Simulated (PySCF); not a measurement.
# Sn(CF3)Me3: geometry, NMR shifts and electronic excitations

What NMR shifts and electronic excitations should Sn(CF3)Me3 (`[CH3][Sn]([CH3])([CH3])[C](F)(F)F`) show?

Computed with PySCF 2.14.0, with density-fitted response routines of our own, on a single molecule in the gas phase. Atoms are numbered from 0 throughout.

## 1. The starting structure

17 atoms, charge 0, multiplicity 1; geometry from: GFN2-xTB. The atoms were then displaced at random by about 0.03 Å, so the start is not that level's minimum.

Bonds of the start (Å): Sn0–C1 2.27, Sn0–C5 2.13, Sn0–C9 2.28, Sn0–C13 2.18, C1–F2 1.38, C1–F3 1.43, C1–F4 1.35, C5–H6 1.08, C5–H7 1.11, C5–H8 1.11, C9–H10 1.09, C9–H11 1.10, C9–H12 1.14, C13–H14 1.04, C13–H15 1.08, C13–H16 1.11.

## 2. Optimising the geometry at PBE0-D3(BJ)/def2-SVP

Job settings and geometry (Å):

```
{"job": {"xc": "PBE0", "basis": "def2-SVP", "d3": "d3bj", "grid": 1, "maxiter": 40, "shake": 0.03, "kind": "geom"}, "charge": 0, "multiplicity": 1}
Sn     0.063620    -0.076240    -0.188490
C     -0.016790    -0.025190     2.083600
F     -1.300000     0.043970     2.592690
F      0.775520     1.033810     2.614250
F      0.554910    -1.139660     2.583660
C      2.119410     0.016610    -0.747070
H      2.266930    -0.018590    -1.817950
H      2.665250    -0.856450    -0.338140
H      2.605550     0.908760    -0.289510
C     -1.071280     1.837950    -0.704400
H     -1.127720     1.940350    -1.786410
H     -0.536040     2.707400    -0.292880
H     -2.160070     1.841350    -0.373800
C     -1.117190    -1.826840    -0.737340
H     -2.082230    -1.851630    -0.342070
H     -0.541600    -2.659790    -0.351580
H     -1.126800    -1.876410    -1.844310
```

Run with:

```bash
$ OMP_NUM_THREADS=1 python probes_run.py task.json out
```

This one command runs all jobs of the session in turn.

The log of the run:

```text
step   0  E = -670.84096897  max force = 0.050066
step   1  E = -670.85859473  max force = 0.015344
step   2  E = -670.86065810  max force = 0.006318
step   3  E = -670.86108195  max force = 0.003644
step   4  E = -670.86119894  max force = 0.000893
step   5  E = -670.86124927  max force = 0.000815
step   6  E = -670.86128028  max force = 0.000850
step   7  E = -670.86128830  max force = 0.000523
step   8  E = -670.86129069  max force = 0.000120
optimisation converged
```

Run time: 4.6 min. Hardware: 1 thread of AMD EPYC, shared host; peak memory 0.71 GiB.

The steps of the relaxation:

| step | energy from step 0 (eV) | largest force component (eV/Å) |
| --- | --- | --- |
| 0 | 0.0000 | 2.5745 |
| 1 | -0.4796 | 0.7890 |
| 2 | -0.5358 | 0.3249 |
| 3 | -0.5473 | 0.1874 |
| 4 | -0.5505 | 0.0459 |
| 5 | -0.5519 | 0.0419 |
| 6 | -0.5527 | 0.0437 |
| 7 | -0.5529 | 0.0269 |
| 8 | -0.5530 | 0.0062 |

Close pairs (by a distance rule), those that changed most:

| bond | before (Å) | after (Å) | change (Å) |
| --- | --- | --- | --- |
| Sn0–C9 | 2.284 | 2.146 | -0.138 |
| C1–F3 | 1.425 | 1.345 | -0.080 |
| Sn0–C1 | 2.274 | 2.207 | -0.067 |
| C13–H14 | 1.043 | 1.099 | +0.056 |
| C9–H12 | 1.138 | 1.099 | -0.039 |
| C1–F2 | 1.382 | 1.345 | -0.037 |
| Sn0–C13 | 2.182 | 2.146 | -0.036 |
| C5–H6 | 1.082 | 1.099 | +0.018 |

The end geometry stands in the next job.

| at the end point | value |
| --- | --- |
| point group (found at 0.08 Å tolerance) | C3v |
| rotational constants (GHz, main isotopes) | 1.687, 0.919, 0.918 |
| dipole moment (D) | 2.96 |

## 3. Shielding tensors: PBE0/def2-TZVP+pcSseg-1

Job settings and geometry (Å):

```
{"job": {"kind": "nmr", "xc": "PBE0", "basis": {"default": "pcSseg-1", "Sn": "def2-TZVP"}}, "charge": 0, "multiplicity": 1}
Sn     0.000025    -0.000307    -0.123505
C      0.004417    -0.010372     2.083542
F     -1.244147    -0.015390     2.584805
F      0.622380     1.067796     2.598477
F      0.627907    -1.089006     2.590109
C      2.056546     0.015552    -0.734436
H      2.127232     0.010042    -1.831555
H      2.572301    -0.872157    -0.341815
H      2.557296     0.915589    -0.350822
C     -1.042989     1.780572    -0.712196
H     -1.064834     1.862549    -1.808385
H     -0.538448     2.665922    -0.300391
H     -2.076085     1.753978    -0.338071
C     -1.022343    -1.785850    -0.733609
H     -2.046617    -1.787881    -0.334688
H     -0.492545    -2.671903    -0.356518
H     -1.068626    -1.839733    -1.830690
```

Method: GIAO PBE0/pcSseg-1 Sn:def2-TZVP NMR shielding, scalar relativity only through core potentials, gas phase.

The log of the run:

```text
coarse grid: 66896 points
cycle   1  E = -669.4990879558  dE = -3.474e+01  |g| = 2.871e+00  |ddm| = 3.114e+01
cycle   2  E = -668.1122210196  dE =  1.387e+00  |g| = 4.553e+00  |ddm| = 8.966e+00
cycle   3  E = -671.1481107991  dE = -3.036e+00  |g| = 2.803e-01  |ddm| = 4.961e+00
cycle   4  E = -671.1677399990  dE = -1.963e-02  |g| = 8.185e-02  |ddm| = 6.767e-01
cycle   5  E = -671.1693905288  dE = -1.651e-03  |g| = 1.110e-02  |ddm| = 1.261e-01
cycle   6  E = -671.1694033476  dE = -1.282e-05  |g| = 6.719e-03  |ddm| = 1.255e-02
cycle   7  E = -671.1694121892  dE = -8.842e-06  |g| = 7.980e-04  |ddm| = 6.712e-03
final grid: 142040 points
cycle   8  E = -671.1693175514  dE =  6.147e-09  |g| = 1.015e-03  |ddm| = 2.217e-03
cycle   9  E = -671.1693174184  dE =  1.330e-07  |g| = 1.376e-03  |ddm| = 1.584e-03
cycle  10  E = -671.1693177359  dE = -3.175e-07  |g| = 1.033e-04  |ddm| = 8.325e-04
cycle  11  E = -671.1693177379  dE = -2.024e-09  |g| = 1.290e-05  |ddm| = 9.125e-05
cycle  12  E = -671.1693177380  dE = -2.910e-11  |g| = 3.851e-06  |ddm| = 1.446e-05
converged SCF energy = -671.1693177380

GIAO shielding tensors (ppm)
atom      isotropic    diamagn.    paramagn.     s11        s22        s33       span
  0 Sn         nan         nan         nan        nan        nan        nan        nan
  1 C       42.909     250.264    -207.355     33.948     34.312     60.467     26.519
  2 F      237.468     475.001    -237.533    136.017    242.635    333.751    197.733
  3 F      237.779     474.941    -237.163    136.712    242.702    333.923    197.211
  4 F      237.850     474.925    -237.075    136.842    242.850    333.859    197.016
  5 C      193.505     252.732     -59.227    190.832    191.986    197.696      6.864
  6 H       31.218      30.057       1.160     25.341     28.117     40.195     14.855
  7 H       30.951      30.167       0.783     25.018     28.086     39.749     14.732
  8 H       30.952      30.168       0.784     25.022     28.077     39.756     14.733
  9 C      193.429     252.741     -59.312    190.768    191.852    197.666      6.898
 10 H       31.216      30.065       1.151     25.342     28.120     40.185     14.843
 11 H       30.947      30.176       0.771     25.017     28.084     39.739     14.723
 12 H       30.951      30.175       0.777     25.031     28.076     39.747     14.717
 13 C      193.428     252.741     -59.313    190.795    191.839    197.649      6.855
 14 H       30.945      30.171       0.774     25.015     28.086     39.735     14.720
 15 H       30.949      30.166       0.783     25.025     28.066     39.754     14.729
 16 H       31.215      30.063       1.152     25.340     28.122     40.183     14.843
```

Wall time 87 s (1 thread of AMD EPYC, shared host); peak memory 1.1 GiB.

The references, computed at this level on geometries of the same kind, shield at (ppm): 1H TMS 31.27, 13C TMS 184.4, 19F CFCl3 177.2. Their shielding less the atom's gives the shift. The references are single molecules in the gas phase, so shifts against H2O, NH3, PH3, H3PO4 or CFCl3 are not on the usual liquid scales and can be off by tens of ppm. Atoms listed in one row are averaged.

| atoms | environment | σ (ppm) | δ (ppm) |
| --- | --- | --- | --- |
| C1 | carbon bonded to 3 F, Sn | 42.9 | 141.5 |
| C5, C9, C13 | carbon bonded to Sn, 3 H | 193.5 | -9.0 |
| H6, H7, H8, H10, H11 and 4 more | hydrogen on a carbon bonded to Sn | 31.04 | 0.23 |
| F2, F3, F4 | fluorine bonded to C | 237.7 | -60.5 |

Atoms past Kr carry core potentials, so their printed shieldings have no meaning and are left out of the table.

Charges from the same density, by scheme (e):

| atoms | Mulliken | ESP fit |
| --- | --- | --- |
| Sn0 | 0.38 | 0.79 |
| C1 | 0.65 | 0.31 |
| F2, F3, F4 | -0.28 | -0.18 |
| C5, C9, C13 | -0.52 | -0.68 |

Mayer bond orders: Sn0–C1 0.82, Sn0–C5 1.05, Sn0–C9 1.05, Sn0–C13 1.05, C1–F2 0.92, C1–F3 0.93, C1–F4 0.93.

With diffuse functions Mulliken charges and Mayer bond orders lose their meaning; the other schemes are steadier.

The fields below are evaluated on a grid from the run's orbitals.

Frontier orbitals at PBE0/def2-TZVP+pcSseg-1, with the share of their density that lies nearest to each atom:

| orbital | energy (eV) | lies on |
| --- | --- | --- |
| HOMO | -8.13 | C1 32 %; Sn0 17 %; F2, F3, F4 about 10 % each |
| LUMO | 0.46 | Sn0 12 %; H6, H10, H16 about 10 % each; C5, C9, C13 about 7 % each |

ELF in a plane through or near 8 of the atoms.

Values, 10 rows by 14 columns:
```
0.00 0.00 0.00 0.00 0.00 0.00 0.00 0.00 0.00 0.00 0.00 0.00 0.00 0.00
0.00 0.00 0.00 0.00 0.00 0.03 0.07 0.00 0.00 0.00 0.00 0.00 0.00 0.00
0.00 0.00 0.00 0.03 0.07 0.85 1.00 0.94 0.00 0.00 0.00 0.00 0.00 0.00
0.00 0.00 0.07 0.98 0.99 0.53 0.84 0.37 0.02 0.18 0.93 0.53 0.00 0.00
0.00 0.00 0.01 0.65 0.76 0.68 0.42 0.26 0.45 0.74 0.99 0.79 0.06 0.00
0.00 0.00 0.00 0.00 0.02 0.25 0.44 0.77 0.40 0.53 0.69 0.59 0.07 0.00
0.00 0.00 0.00 0.77 0.97 0.76 0.84 0.56 0.11 0.24 0.97 0.90 0.04 0.00
0.00 0.00 0.00 0.69 0.96 0.62 0.98 0.97 0.07 0.00 0.00 0.00 0.00 0.00
0.00 0.00 0.00 0.00 0.04 0.17 0.90 0.92 0.03 0.00 0.00 0.00 0.00 0.00
0.00 0.00 0.00 0.00 0.00 0.00 0.00 0.00 0.00 0.00 0.00 0.00 0.00 0.00
```
The map spans 10.5 Å across and 10.6 Å up, centred on the molecule. Atoms in the plane (x, y in Å): C5 (2.1, 0.1), H7 (2.6, -0.8), H8 (2.5, 1.0), H11 (-0.7, 2.6), H12 (-2.1, 1.6), C13 (-0.9, -1.9), H14 (-1.9, -1.9), H15 (-0.3, -2.7).

log10 of the density (e/Å³) in the same plane.

Values, 10 rows by 14 columns:
```
-4.0 -4.0 -4.0 -4.0 -4.0 -4.0 -4.0 -4.0 -4.0 -4.0 -4.0 -4.0 -4.0 -4.0
-4.0 -4.0 -4.0 -3.9 -3.2 -2.6 -2.5 -2.9 -3.9 -4.0 -4.0 -4.0 -4.0 -4.0
-4.0 -4.0 -3.5 -2.5 -1.8 -0.9 -0.5 -1.3 -2.8 -3.5 -3.6 -3.9 -4.0 -4.0
-4.0 -4.0 -2.5 -1.1 -0.1  0.1  0.0 -0.9 -1.9 -1.7 -1.3 -1.9 -3.0 -4.0
-4.0 -4.0 -2.9 -1.7 -0.9 -0.4 -0.1  0.0 -0.6 -0.2  0.2 -0.9 -2.2 -3.4
-4.0 -4.0 -3.6 -2.7 -1.8 -0.8  0.5  1.3 -0.2  0.2  0.2 -0.9 -2.1 -3.3
-4.0 -4.0 -3.0 -1.6 -0.6  0.0  0.1 -0.5 -1.3 -1.2 -0.8 -1.4 -2.5 -3.8
-4.0 -4.0 -3.1 -1.7 -0.7 -0.2  0.2 -0.4 -1.9 -2.8 -3.0 -3.3 -4.0 -4.0
-4.0 -4.0 -4.0 -3.0 -2.3 -1.7 -1.2 -1.4 -2.6 -3.8 -4.0 -4.0 -4.0 -4.0
-4.0 -4.0 -4.0 -4.0 -4.0 -3.5 -3.4 -3.6 -4.0 -4.0 -4.0 -4.0 -4.0 -4.0
```
The map spans 10.5 Å across and 10.6 Å up, centred on the molecule. Atoms in the plane (x, y in Å): C5 (2.1, 0.1), H7 (2.6, -0.8), H8 (2.5, 1.0), H11 (-0.7, 2.6), H12 (-2.1, 1.6), C13 (-0.9, -1.9), H14 (-1.9, -1.9), H15 (-0.3, -2.7).

On the surface of density 0.002 e/bohr³ the electrostatic potential runs, from the 1st to the 99th percentile, from -0.81 V near F3 to 1.16 V near H6.

## 4. Excited states and response: B3LYP/def2-SVPD

The job, as its differences from that of step 3:

```diff
@@ -1,2 +1,2 @@
-{"job": {"kind": "nmr", "xc": "PBE0", "basis": {"default": "pcSseg-1", "Sn": "def2-TZVP"}}, "charge": 0, "multiplicity": 1}
+{"job": {"kind": "uv", "xc": "B3LYP", "basis": "def2-SVPD", "ip": false, "nstates": 10}, "charge": 0, "multiplicity": 1}
 Sn     0.000025    -0.000307    -0.123505
```

Level: TDDFT B3LYP/def2-SVPD, vertical, gas phase, core orbitals frozen in the response.

The log of the run:

```text
coarse grid: 66896 points
cycle   1  E = -669.2826968887  dE = -2.106e+01  |g| = 3.078e+00  |ddm| = 1.519e+01
cycle   2  E = -635.0349980166  dE =  3.425e+01  |g| = 1.153e+01  |ddm| = 2.850e+02
cycle   3  E = -671.3102421203  dE = -3.628e+01  |g| = 7.226e-01  |ddm| = 2.856e+02
cycle   4  E = -671.3264196537  dE = -1.618e-02  |g| = 6.933e-01  |ddm| = 1.495e+00
cycle   5  E = -671.4223189347  dE = -9.590e-02  |g| = 8.279e-02  |ddm| = 6.725e-01
cycle   6  E = -671.4234888092  dE = -1.170e-03  |g| = 2.341e-02  |ddm| = 1.215e-01
cycle   7  E = -671.4236062186  dE = -1.174e-04  |g| = 6.721e-03  |ddm| = 3.336e-02
cycle   8  E = -671.4236169316  dE = -1.071e-05  |g| = 6.933e-04  |ddm| = 1.135e-02
cycle   9  E = -671.4236170717  dE = -1.401e-07  |g| = 2.029e-04  |ddm| = 1.541e-03
final grid: 142040 points
cycle  10  E = -671.4235016187  dE = -1.392e-07  |g| = 3.155e-04  |ddm| = 1.073e-02
cycle  11  E = -671.4235015968  dE =  2.189e-08  |g| = 4.759e-04  |ddm| = 8.678e-04
cycle  12  E = -671.4235016388  dE = -4.203e-08  |g| = 3.712e-05  |ddm| = 3.913e-04
cycle  13  E = -671.4235016391  dE = -2.697e-10  |g| = 1.073e-05  |ddm| = 5.853e-05
converged SCF energy = -671.4235016391

Static polarisability (au): isotropic 93.234, principal 90.068 94.816 94.819

Singlet excitations
state   eV       nm        f      main configurations
  1   6.9779    177.7   0.00865   H->L 0.99
  2   6.9896    177.4   0.09878   H-1->L 0.98
  3   6.9924    177.3   0.09965   H-2->L 0.98
  4   7.6777    161.5   0.02183   H->L+1 0.95
  5   7.6814    161.4   0.02345   H->L+2 0.95
  6   7.7051    160.9   0.00007   H-2->L+1 0.49, H-1->L+2 0.47
  7   7.7660    159.7   0.06191   H-1->L+1 0.43, H-2->L+2 0.34, H-2->L+1 0.09
  8   7.7684    159.6   0.06505   H-1->L+2 0.40, H-2->L+1 0.36, H-1->L+1 0.10
  9   7.7954    159.0   0.03504   H-2->L+2 0.54, H-1->L+1 0.42
 10   8.0102    154.8   0.00027   H-1->L+3 0.91

Triplet excitations (Tamm-Dancoff, eV): 6.5355 6.5373 6.6712 7.1576
```

Run time: 2.4 min. Hardware: 1 thread of AMD EPYC, shared host; peak memory 1.1 GiB.

The orbitals next to the gap, with their largest atomic shares:

| orbital | eV | atoms |
| --- | --- | --- |
| HOMO−3 | -11.03 | C9 17 %, C13 17 %, C5 17 % |
| HOMO−2 | -8.14 | C5 33 %, Sn0 20 %, C13 18 % |
| HOMO−1 | -8.13 | C9 32 %, Sn0 20 %, C13 20 % |
| HOMO | -8.05 | C1 27 %, Sn0 17 %, F2 12 % |
| LUMO | -0.35 | Sn0 32 %, C5 9 %, C13 9 % |
| LUMO+1 | 0.47 | C9 14 %, Sn0 13 %, C13 12 % |
| LUMO+2 | 0.47 | C5 17 %, Sn0 13 %, C13 8 % |

With each of the 10 states as a Gaussian band of 0.4 eV half-width at 1/e, the curve within the window shown has maxima at 177 nm (ε 8,600), 160 nm (ε 8,600) L/(mol cm). Beyond the last state computed it falls off for lack of states. The curve at chosen wavelengths:

| nm | ε (L/mol/cm) |
| --- | --- |
| 149 | 1244 |
| 151 | 2449 |
| 153 | 4106 |
| 154 | 5027 |
| 156 | 6788 |
| 158 | 8063 |
| 160 | 8561 |
| 162 | 8313 |
| 163 | 8005 |
| 165 | 7307 |
| 167 | 6848 |
| 169 | 6864 |
| 171 | 7325 |
| 172 | 7650 |
| 174 | 8282 |
| 176 | 8633 |
| 178 | 8502 |
| 180 | 7854 |
| 181 | 7366 |
| 183 | 6174 |
| 185 | 4864 |
| 187 | 3613 |
| 189 | 2540 |
| 190 | 2088 |
| 192 | 1360 |
| 194 | 845 |

Leading natural transition orbitals of singlet state 3: the hole lies on C5 31 %; Sn0 18 %; C13 18 %; the particle on H6, H10, H16 about 14 % each; 5 H atoms about 7 % each.

Leading natural transition orbitals of singlet state 1: the hole lies on C1 33 %; Sn0 16 %; F2, F3, F4 about 10 % each; the particle on H6, H10, H16 about 13 % each; 6 H atoms about 7 % each.

Ground-state properties from the same run:

| property | computed |
| --- | --- |
| dipole moment (D) | 3.24 |
| polarisability (Å³) | 13.82 |
| HOMO–LUMO gap (eV) | 7.70 |
| −ε(HOMO) (eV) | 8.05 |

## 5. NMR shieldings: wB97X-D/def2-TZVP+pcSseg-1

The job, as its differences from that of step 4:

```diff
@@ -1,2 +1,2 @@
-{"job": {"kind": "uv", "xc": "B3LYP", "basis": "def2-SVPD", "ip": false, "nstates": 10}, "charge": 0, "multiplicity": 1}
+{"job": {"kind": "nmr", "xc": "wB97X-D", "basis": {"default": "pcSseg-1", "Sn": "def2-TZVP"}, "pop": false}, "charge": 0, "multiplicity": 1}
 Sn     0.000025    -0.000307    -0.123505
```

Level: GIAO wB97X-D/pcSseg-1 Sn:def2-TZVP NMR shielding, scalar relativity only through core potentials, gas phase.

The log of the run:

```text
coarse grid: 66896 points
cycle   1  E = -670.2355214599  dE = -3.506e+01  |g| = 2.627e+00  |ddm| = 3.121e+01
cycle   2  E = -670.4471497437  dE = -2.116e-01  |g| = 2.854e+00  |ddm| = 6.618e+00
cycle   3  E = -671.5739830792  dE = -1.127e+00  |g| = 1.408e-01  |ddm| = 2.422e+00
cycle   4  E = -671.5790157290  dE = -5.033e-03  |g| = 7.347e-02  |ddm| = 3.584e-01
cycle   5  E = -671.5799633077  dE = -9.476e-04  |g| = 2.532e-02  |ddm| = 6.125e-02
cycle   6  E = -671.5800639667  dE = -1.007e-04  |g| = 3.907e-03  |ddm| = 1.540e-02
cycle   7  E = -671.5800692914  dE = -5.325e-06  |g| = 1.206e-03  |ddm| = 8.784e-03
final grid: 142040 points
cycle   8  E = -671.5765335376  dE = -1.079e-05  |g| = 2.205e-03  |ddm| = 1.603e-02
cycle   9  E = -671.5765337032  dE = -1.656e-07  |g| = 1.960e-03  |ddm| = 3.564e-03
cycle  10  E = -671.5765342411  dE = -5.379e-07  |g| = 1.952e-04  |ddm| = 1.702e-03
cycle  11  E = -671.5765342469  dE = -5.778e-09  |g| = 5.968e-05  |ddm| = 1.761e-04
cycle  12  E = -671.5765342478  dE = -8.997e-10  |g| = 1.220e-05  |ddm| = 8.000e-05
converged SCF energy = -671.5765342478

GIAO shielding tensors (ppm)
atom      isotropic    diamagn.    paramagn.     s11        s22        s33       span
  0 Sn         nan         nan         nan        nan        nan        nan        nan
  1 C       43.984     250.274    -206.289     35.116     35.472     61.366     26.250
  2 F      243.191     475.393    -232.202    140.223    251.700    337.650    197.427
  3 F      243.489     475.331    -231.841    140.872    251.775    337.821    196.949
  4 F      243.559     475.314    -231.755    141.001    251.926    337.750    196.749
  5 C      194.251     252.254     -58.003    192.083    192.708    197.961      5.878
  6 H       31.359      30.115       1.245     25.501     28.239     40.338     14.837
  7 H       31.085      30.241       0.844     25.166     28.215     39.875     14.709
  8 H       31.086      30.240       0.845     25.170     28.206     39.881     14.711
  9 C      194.181     252.267     -58.086    192.024    192.602    197.916      5.893
 10 H       31.358      30.124       1.233     25.503     28.242     40.328     14.825
 11 H       31.081      30.250       0.832     25.164     28.214     39.865     14.701
 12 H       31.085      30.248       0.837     25.177     28.206     39.873     14.696
 13 C      194.183     252.266     -58.083    192.050    192.593    197.904      5.854
 14 H       31.079      30.245       0.834     25.161     28.216     39.861     14.699
 15 H       31.083      30.239       0.844     25.173     28.196     39.881     14.708
 16 H       31.357      30.122       1.235     25.501     28.244     40.326     14.826
```

It took 96 s on 1 thread of AMD EPYC, shared host; peak memory 1.2 GiB.

This run: δ C1 140.6, C5 -9.7, F2 -56.3, H6 0.21 ppm (means over like atoms).

## 6. Comparing the runs: NMR shifts

Shifts (ppm), means over like atoms, with basis size and wall time:

| run | C1 | C5 | H6 | F2 | functions | time |
| --- | --- | --- | --- | --- | --- | --- |
| PBE0/def2-TZVP+pcSseg-1 | 141.5 | -9.0 | 0.23 | -60.5 | 214 | 87 s |
| wB97X-D/def2-TZVP+pcSseg-1 | 140.6 | -9.7 | 0.21 | -56.3 | 214 | 96 s |

## 7. Summary of results

| quantity | value |
| --- | --- |
| point group | C3v |
| rotational constants (main isotopes) | 1.69, 0.92, 0.92 GHz |
| 13C shifts against TMS (PBE0/def2-TZVP+pcSseg-1, means over atoms taken as alike) | 141.5, -9.0 ppm |
| 1H shifts against TMS (PBE0/def2-TZVP+pcSseg-1, means over atoms taken as alike) | 0.23 ppm |
| 19F shifts against CFCl3 (PBE0/def2-TZVP+pcSseg-1, means over atoms taken as alike) | -60.5 ppm |
| surface potential, 1st and 99th percentile | -0.81 V and 1.16 V |
| lowest singlet (B3LYP/def2-SVPD) | 6.98 eV (178 nm), f = 0.009 |
| brightest single state of those computed | state 3, 6.99 eV, f = 0.100 |
| lowest triplet | 6.54 eV |
| range of the shift of F2 | -60.5 to -56.3 ppm |

What this shows: The start was shaken at random, so part of the energy gained undoes that. The optimisation took 8 steps and gained 0.553 eV; among the close pairs (by a distance rule), Sn0–C9 changed most, from 2.284 to 2.146 Å. At PBE0/def2-TZVP+pcSseg-1: Shielding is most anisotropic at F2, F3, F4 (span 197 ppm, paramagnetic term -237 ppm). The lowest singlet, at 6.98 eV, is HOMO→LUMO 0.99 and is weak; of the 10 states computed, the strongest absorption comes from states 2 to 3 together at 6.99 eV. The lowest triplet lies 0.44 eV below the lowest singlet (triplets in Tamm-Dancoff, singlets in full TDDFT). Spin-orbit coupling, left out, mixes singlets and triplets in elements this heavy. Across the 2 runs the shift of F2 (with its like atoms) moves most, between -60.5 (PBE0/def2-TZVP+pcSseg-1) and -56.3 ppm (wB97X-D/def2-TZVP+pcSseg-1). Spin-orbit coupling is left out, which matters for shieldings and couplings at and beside the heavy atoms.
